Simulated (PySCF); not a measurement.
# B3H3O3: the cost of one run

Programs: PySCF 2.14.0, with density-fitted response routines of our own. Each step states its level of theory. These are calculated values for one molecule in the gas phase, unless marked as measured. Atoms count from 0, in the outputs and in this text.

## (1) Starting geometry

9 atoms, charge 0, multiplicity 1; geometry from: GFN2-xTB. The atoms were then displaced at random by about 0.01 Å, so the start is not that level's minimum.

Bonds of the start (Å): B0–O1 1.37, O1–B2 1.37, B2–O3 1.36, O3–B4 1.33, B4–O5 1.35, O5–B0 1.39, B0–H6 1.15, B2–H7 1.14, B4–H8 1.18.

## (2) Geometry optimisation at PBE0-D3(BJ)/def2-SVP

The job: settings as JSON, then the geometry in Å.

```
{"job": {"xc": "PBE0", "basis": "def2-SVP", "d3": "d3bj", "grid": 1, "shake": 0.01, "kind": "geom"}, "charge": 0, "multiplicity": 1}
B      1.207320    -0.635530    -0.270670
O      0.054670    -1.357940    -0.109730
B     -1.145120    -0.746730     0.156110
O     -1.148910     0.612620     0.265990
B     -0.060160     1.349660     0.091480
O      1.122690     0.749520    -0.172040
H      2.215590    -1.136640    -0.508660
H     -2.078120    -1.379090     0.303450
H     -0.110150     2.526960     0.210340
```

On the command line:

```console
$ OMP_NUM_THREADS=1 python probes_run.py task.json out
```

The driver reads the jobs from task.json and runs them one after another.

Q: Estimate the wall time and peak memory of this first job on 1 thread of Arm Neoverse V1, shared host.

About 19 s, with a peak of 0.41 GiB.
